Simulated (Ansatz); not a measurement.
I need a polarisability from point charges of CH₆GeS, SMILES S[CH2][GeH3]. Use Ansatz's Python interface. Use (for the species named): Hartree-Fock, def2-SVPD basis, multiplicity 1.

`ch6ges.xyz`
```text
9

S    -1.52120    1.19150   -0.49640
C     0.19030    0.83670   -0.33950
Ge    0.36740   -0.83330    0.61670
H    -1.73860    0.14910   -1.35940
H     0.70190    1.64380    0.20610
H     0.65510    0.76280   -1.34490
H     1.93490   -1.15780    0.78420
H    -0.26200   -1.95640   -0.16020
H    -0.23950   -0.68260    2.07620
```

Script `run_field.py`:
```python
"""Dipole of CH6GeS in the field of point charges."""

import ansatz as az
import numpy as np


def main() -> None:
    ch6ges = az.Crystal.molecule_from_extxyz("ch6ges.xyz")

    job = (
        ch6ges.calculation()
        .basis(gaussian="def2-SVPD")
        .functional("hf")
        .forces()
    )
    # charges +q and -q at -R and +R make a nearly even field 2 k q / R^2 at the centre
    centre = np.mean([site.position_ang for site in ch6ges.cartesian_sites], axis=0)
    field = 2 * 14.399645 * 2.0 / 40.0 ** 2


    def dipole(axis, sign):
        arm = 40.0 * np.eye(3)[axis]
        pair = [{"charge": sign * 2.0, "position_ang": (centre - arm).tolist()}, {"charge": -sign * 2.0, "position_ang": (centre + arm).tolist()}]
        deck = job.input().set(az.key.basis.gaussian.point_charges, pair)
        return np.array(az.Session.from_dict(deck).plan().execute().report["charge_distribution"]["dipole_moment_e_ang"])


    print(f"field {field:.4f} V/A")
    alpha = np.array([(dipole(axis, 1) - dipole(axis, -1)) / (2 * field) * 14.399645 for axis in range(3)])
    print("polarisability tensor (A^3)")
    print(np.array2string(alpha, precision=3, suppress_small=True))
    print(f"mean {np.trace(alpha) / 3:.3f} A^3 = {np.trace(alpha) / 3 / 0.14818471:.2f} bohr^3")


if __name__ == "__main__":
    main()
```

```console
$ python run_field.py
field 0.0360 V/A
polarisability tensor (A^3)
[[ 9.927 -0.94   0.652]
 [-0.933  9.299 -0.637]
 [ 0.645 -0.639  8.827]]
mean 9.351 A^3 = 63.10 bohr^3
```

The geometry is a force-field or estimated start, not a minimum of this method, and the basis set is short of its limit. The field of two point charges is only nearly even. The whole script took 22 s on 1 thread of Intel(R) Xeon(R) Platinum 8488C (Sapphire Rapids), on a shared host, peak memory 0.36 GiB.

(Lines on the test bed's own set-up are left out of the output.)
